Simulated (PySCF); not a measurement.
# RuO2OH: relaxation and vibrations of the doublet

Where does doublet RuO2OH go from a T-shaped (ligand arrangement 1) start, is the end point a minimum, and what are its modes, charges and moments?

Program: PySCF 2.14.0. Level of theory: PBE0, basis Ru def2-TZVP with ECP28, O def2-TZVP, H def2-TZVP, scalar-relativistic core potentials, no spin–orbit coupling, density fitting. These are calculated values, not measurements.

### Step 1. Where the work starts

5 atoms, charge 0, spin multiplicity 2.

Bond lengths: Ru1–O2 1.710 Å, Ru1–O3 1.710 Å, Ru1–O4 1.880 Å, O4–H5 0.960 Å. Angles: O2–Ru1–O3 88.0°, O2–Ru1–O4 88.0°, O3–Ru1–O4 176.0°, Ru1–O4–H5 130.0°.

Coordinates in bohr (charge 0 multiplicity 2):
```
Ru    0.0000    0.0000    0.0000
O     0.0000    0.0000    3.2314
O     3.2295    0.0000    0.1128
O    -3.5506    0.0000    0.1240
H    -4.7160    1.3897    0.1646
```

### Step 2. Finding the electronic state

One driver script runs all steps and calls PySCF; scf.py shows how it sets up the SCF of each step. The optimiser is the driver's own. After this first run the driver tries any further starts and a stability analysis.

Input file scf.py:

```python
from pyscf import gto, scf, dft
mol = gto.M(atom='''
Ru     0.000000     0.000000     0.000000
O      0.000000     0.000000     1.710000
O      1.709000     0.000000     0.059700
O     -1.878900     0.000000     0.065600
H     -2.495600     0.735400     0.087100''',
    basis={'Ru': 'def2-TZVP', 'O': 'def2-TZVP', 'H': 'def2-TZVP'},
    ecp={'Ru': 'def2-TZVP'},
    charge=0, spin=1)
mf = dft.UKS(mol, xc='PBE0')
mf.grids.atom_grid = (50, 194)
aux = {'Ru': 'def2-universal-JKFIT', 'O': 'def2-universal-JKFIT', 'H': 'def2-universal-JKFIT'}
mf = mf.density_fit(auxbasis=aux)
mf.conv_tol = 1e-08
mf.diis_space = 10
mf.max_cycle = 60
mf.init_guess = 'minao'
mf.verbose = 4
mf.kernel()
```

Started as:

```bash
$ OMP_NUM_THREADS=4 python axn.py task.json out
```

Standard output:

```text
init E= -313.073734349588
[... the frontier-level lines of each cycle are left out ...]
cycle= 1 E= -320.683803117273  delta_E= -7.61  |g|= 0.731  |ddm|= 3.54
cycle= 2 E= -319.60498610156  delta_E= 1.08  |g|=  1.8  |ddm|= 1.47
cycle= 3 E= -320.60668615697  delta_E=   -1  |g|= 0.854  |ddm|= 1.23
cycle= 4 E= -320.895892674813  delta_E= -0.289  |g|= 0.147  |ddm|= 0.557
cycle= 5 E= -320.863617907232  delta_E= 0.0323  |g|= 0.324  |ddm|= 0.204
cycle= 6 E= -320.903764557087  delta_E= -0.0401  |g|= 0.0491  |ddm|= 0.157
cycle= 7 E= -320.904403180465  delta_E= -0.000639  |g|= 0.0341  |ddm|= 0.0345
cycle= 8 E= -320.905026973606  delta_E= -0.000624  |g|= 0.0156  |ddm|= 0.0272
cycle= 9 E= -320.905431324983  delta_E= -0.000404  |g|= 0.0067  |ddm|= 0.0347
cycle= 10 E= -320.905672927993  delta_E= -0.000242  |g|= 0.00489  |ddm|= 0.0323
cycle= 11 E= -320.905852774491  delta_E= -0.00018  |g|= 0.00442  |ddm|= 0.0311
cycle= 12 E= -320.905975918949  delta_E= -0.000123  |g|= 0.00348  |ddm|= 0.0245
cycle= 13 E= -320.906190531971  delta_E= -0.000215  |g|= 0.0025  |ddm|= 0.0565
cycle= 14 E= -320.906264477872  delta_E= -7.39e-05  |g|= 0.002  |ddm|= 0.0249
cycle= 15 E= -320.906304781864  delta_E= -4.03e-05  |g|= 0.0019  |ddm|= 0.0136
cycle= 16 E= -320.906305107924  delta_E= -3.26e-07  |g|= 0.00191  |ddm|= 0.000244
cycle= 17 E= -320.906310796004  delta_E= -5.69e-06  |g|= 0.00193  |ddm|= 0.00199
cycle= 18 E= -320.906291657573  delta_E= 1.91e-05  |g|= 0.00189  |ddm|= 0.00647
cycle= 19 E= -320.906280824829  delta_E= 1.08e-05  |g|= 0.00191  |ddm|= 0.00406
cycle= 20 E= -320.906272241307  delta_E= 8.58e-06  |g|= 0.00191  |ddm|= 0.00298
cycle= 21 E= -320.906211578589  delta_E= 6.07e-05  |g|= 0.00198  |ddm|= 0.0264
cycle= 22 E= -320.9060984693  delta_E= 0.000113  |g|= 0.00177  |ddm|= 0.0636
cycle= 23 E= -320.906070953222  delta_E= 2.75e-05  |g|= 0.00113  |ddm|= 0.0311
cycle= 24 E= -320.906054145255  delta_E= 1.68e-05  |g|= 0.000595  |ddm|= 0.0349
cycle= 25 E= -320.906053069301  delta_E= 1.08e-06  |g|= 0.00041  |ddm|= 0.0154
cycle= 26 E= -320.906054197204  delta_E= -1.13e-06  |g|= 0.000597  |ddm|= 0.00348
cycle= 27 E= -320.906054526405  delta_E= -3.29e-07  |g|= 0.000498  |ddm|= 0.00251
cycle= 28 E= -320.906055294437  delta_E= -7.68e-07  |g|= 0.000219  |ddm|= 0.00487
cycle= 29 E= -320.906055621603  delta_E= -3.27e-07  |g|= 0.000203  |ddm|= 0.00155
cycle= 30 E= -320.906055797898  delta_E= -1.76e-07  |g|= 0.000211  |ddm|= 0.000858
cycle= 31 E= -320.906056105106  delta_E= -3.07e-07  |g|= 0.00013  |ddm|= 0.00197
cycle= 32 E= -320.90605630799  delta_E= -2.03e-07  |g|= 8.21e-05  |ddm|= 0.00248
cycle= 33 E= -320.906056389885  delta_E= -8.19e-08  |g|= 5.76e-05  |ddm|= 0.00123
cycle= 34 E= -320.906056404155  delta_E= -1.43e-08  |g|= 4.49e-05  |ddm|= 0.000391
cycle= 35 E= -320.90605641401  delta_E= -9.86e-09  |g|= 3.66e-05  |ddm|= 0.000272
Extra cycle  E= -320.906056425161  delta_E= -1.12e-08  |g|= 4.8e-05  |ddm|= 0.000209
converged SCF energy = -320.906056425161  <S^2> = 0.91587445  2S+1 = 2.1595133
```

This step, with its further starts and checks, took 40 s on 4 threads of Arm Neoverse V2, shared host.

Energies from each starting density:

```
                      start  energy (Eh)
    the minimal-basis guess  -320.906056
a thermally smeared density  -320.906056
      a smeared PBE density  -320.906056
```

This is not the lowest solution: one lies 3.3 kJ/mol lower, at -320.90731 Eh, and the relaxation starts from that.

### Step 3. Relaxing the doublet from the T-shaped (ligand arrangement 1) start

The program finds C1 symmetry in the start. Threshold on the gradient: 0.0003 Eh/bohr, with a further test on the energy change.

Edit scf.py of step 2 so:

```diff
@@ -3,5 +3,5 @@
-Ru     0.000000     0.000000     0.000000
-O      0.000000     0.000000     1.710000
-O      1.709000     0.000000     0.059700
-O     -1.878900     0.000000     0.065600
-H     -2.495600     0.735400     0.087100''',
+Ru     0.034677    -0.004912    -0.195122
+O      0.034677    -0.004912     1.514878
+O      1.743677    -0.004912    -0.135422
+O     -1.844223    -0.004912    -0.129522
+H     -2.460923     0.730488    -0.108022''',
@@ -18 +17,0 @@
-mf.init_guess = 'minao'
```

Energy and gradient, step by step:

```
step  energy (Eh)  change (kJ/mol)  largest gradient (Eh/bohr)
   0  -320.907311             0.00                     0.07674
   1  -320.943029           -93.78                     0.06503
   2  -320.976634          -182.01                     0.04607
   3  -320.990794          -219.18                     0.02313
   4  -320.992990          -224.95                     0.04138
   5  -320.995533          -231.62                     0.03891
   6  -320.997412          -236.56                     0.01201
   7  -320.997886          -237.80                     0.00985
   8  -320.998282          -238.84                     0.00541
   9  -320.998583          -239.63                     0.00255
  10  -320.998801          -240.21                     0.00712
  11  -320.998992          -240.71                     0.00770
  12  -320.999407          -241.80                     0.00613
  13  -320.999551          -242.18                     0.00319
  14  -320.999611          -242.33                     0.00296
  15  -320.999665          -242.48                     0.00220
  16  -320.999685          -242.53                     0.00055
  17  -320.999689          -242.54                     0.00058
  18  -320.999692          -242.54                     0.00022
```

The walk took 68 s.

Geometry (Å) and forces (eV/Å) at some steps:

```
step 0
Ru   0.035  -0.005  -0.195   1.562  -0.686   3.946
O    0.035  -0.005   1.515  -0.610  -0.010   0.422
O    1.744  -0.005  -0.135  -1.071   0.297  -2.591
O   -1.844  -0.005  -0.130   0.297   0.582  -1.809
H   -2.461   0.730  -0.108  -0.178  -0.182   0.032
step 1
Ru   0.051  -0.038  -0.076   1.054  -0.405   3.344
O    0.011  -0.006   1.622  -0.352  -0.065  -0.289
O    1.731   0.014  -0.265  -1.523   0.199  -1.750
O   -1.828   0.010  -0.228   0.754   0.541  -1.227
H   -2.457   0.731  -0.107   0.067  -0.270  -0.078
step 9
Ru   0.026  -0.097   0.340   0.088   0.017   0.040
O    0.029  -0.060   1.994  -0.033  -0.035  -0.030
O    1.321   0.120  -0.659  -0.008   0.032  -0.021
O   -1.633   0.013  -0.469  -0.132  -0.042   0.096
H   -2.235   0.736  -0.260   0.083   0.028  -0.085
step 18
Ru   0.012  -0.137   0.374  -0.011   0.000  -0.003
O    0.076  -0.100   2.026   0.002  -0.004   0.009
O    1.236   0.202  -0.683   0.011   0.003  -0.007
O   -1.690  -0.054  -0.344   0.000   0.007   0.006
H   -2.126   0.800  -0.426  -0.003  -0.007  -0.005
```

After 18 steps and 242.5 kJ/mol it ends at Cs: O–H 0.963 Å, Ru–O 1.653 Å (×2), Ru–O 1.849 Å; H–O–Ru 119.3°, O–Ru–O 115.0° (×2), O–Ru–O 127.3°.

### Step 4. Hessian and properties

On the finer grid the gradient is checked again; gradients at displacements of ±0.02 bohr then give force constants and infrared intensities.

Edit scf.py of step 3 so:

```diff
@@ -3,5 +3,5 @@
-Ru     0.034677    -0.004912    -0.195122
-O      0.034677    -0.004912     1.514878
-O      1.743677    -0.004912    -0.135422
-O     -1.844223    -0.004912    -0.129522
-H     -2.460923     0.730488    -0.108022''',
+Ru     0.058142    -0.053230     0.018815
+O      0.125746    -0.020349     1.670193
+O      1.281663     0.284150    -1.040370
+O     -1.644261     0.028746    -0.697965
+H     -2.080275     0.881949    -0.788056''',
@@ -12 +12 @@
-mf.grids.atom_grid = (50, 194)
+mf.grids.atom_grid = (75, 302)
@@ -15 +15 @@
-mf.conv_tol = 1e-08
+mf.conv_tol = 1e-10
```

This SCF starts from the last density.

SCF at the final geometry:

```text
init E= -320.999669868299
[... the frontier-level lines of each cycle are left out ...]
cycle= 1 E= -320.999669868297  delta_E= 2.05e-12  |g|= 3.35e-06  |ddm|= 2.64e-06
Extra cycle  E= -320.99966986826  delta_E= 3.71e-11  |g|= 1.1e-05  |ddm|= 6.56e-06
converged SCF energy = -320.99966986826  <S^2> = 0.75648124  2S+1 = 2.0064708
```

The whole step took 2.1 min.

Geometry: Cs; O–H 0.962 Å, Ru–O 1.653 Å (×2), Ru–O 1.849 Å; H–O–Ru 119.5°, O–Ru–O 115.1° (×2), O–Ru–O 127.3°.

Harmonic modes (main isotopes):

```json
{"symmetry": "a'", "ω (cm⁻¹)": "187", "IR (km/mol)": "9.6"}
{"symmetry": "a''", "ω (cm⁻¹)": "212", "IR (km/mol)": "0.0"}
{"symmetry": "a'", "ω (cm⁻¹)": "303", "IR (km/mol)": "5.3"}
{"symmetry": "a''", "ω (cm⁻¹)": "347", "IR (km/mol)": "101"}
{"symmetry": "a'", "ω (cm⁻¹)": "701", "IR (km/mol)": "158"}
{"symmetry": "a'", "ω (cm⁻¹)": "787", "IR (km/mol)": "65.8"}
{"symmetry": "a''", "ω (cm⁻¹)": "990", "IR (km/mol)": "288"}
{"symmetry": "a'", "ω (cm⁻¹)": "1041", "IR (km/mol)": "50.4"}
{"symmetry": "a'", "ω (cm⁻¹)": "3853", "IR (km/mol)": "157"}
```

Every mode is real; the point is a minimum.

Constants and moments:

| Item | Value |
| --- | --- |
| Dipole moment | 1.61 D |
| Highest occupied level | -8.08 eV |
| Lowest empty level | -4.37 eV |
| Rotational constants | 0.2346, 0.2188, 0.1158 cm⁻¹ |
| Zero-point energy | 50.4 kJ/mol |
| Principal polarisabilities | 31.5, 46.6, 50.6 bohr³ |
| Atomisation energy without zero-point energy | 1702 kJ/mol |
| Principal traceless quadrupole moments about the centre of mass | -6.33, -2.80, 9.13 D Å |
| Entropy at 298.15 K and 1 bar (electronic part: spin only) | 313.9 J/(mol K) |
| Heat capacity Cp at 298.15 K | 71.6 J/(mol K) |
| Enthalpy at 298.15 K above 0 K | 15.61 kJ/mol |
| Rotational symmetry number | 1 |
| Spin squared ⟨S²⟩ | 0.756 |

Populations by atom (charges in e):

| atom | Mulliken | Löwdin | polar tensor | spin (Mulliken) | Mayer order to Ru1 |
| --- | --- | --- | --- | --- | --- |
| Ru1 | 1.44 | 0.68 | 1.70 | 0.75 | – |
| O2,3 | -0.55 | -0.26 | -0.64 | 0.08 | 1.75 |
| O4 | -0.71 | -0.32 | -0.74 | 0.08 | 0.87 |
| H5 | 0.36 | 0.17 | 0.32 | 0.01 | 0.01 |

Mulliken populations on Ru1 (outside its core potential): s 2.38, p 6.20, d 5.93, f 0.04.

### Step 5. Outcome

```
                                          quantity                                                                                           value
                                           minimum                                                                                     doublet, Cs
                                          geometry  O–H 0.962 Å, Ru–O 1.653 Å (×2), Ru–O 1.849 Å; H–O–Ru 119.5°, O–Ru–O 115.1° (×2), O–Ru–O 127.3°
                                wavenumbers (cm⁻¹)   187 (a'), 212 (a''), 303 (a'), 347 (a''), 701 (a'), 787 (a'), 990 (a''), 1041 (a'), 3853 (a')
                                     dipole moment                                                                                          1.61 D
highest occupied, lowest empty level (either spin)                                                                                 -8.08, -4.37 eV
                        polar-tensor charge of Ru1                                                                                         +1.70 e
                                 zero-point energy                                                                                     50.4 kJ/mol
                               entropy at 298.15 K                                                                                 313.9 J/(mol K)
         atomisation energy (no zero-point energy)                                                                                     1702 kJ/mol
                                              ⟨S²⟩                                                                                           0.756
```

**Reading.** From C1 at the start the molecule goes to a Cs minimum. In the infrared the band at 990 cm⁻¹ (a'') leads. Most of the spin sits on Ru1 (Mulliken spin 0.75, against 1 for the whole molecule). The first SCF alone would have been 3 kJ/mol too high. Only this shape and spin were tried, so other structures or states may lie lower. One determinant may miss the lowest occupation of an open d or f shell.

The search up to here took 3.9 min.
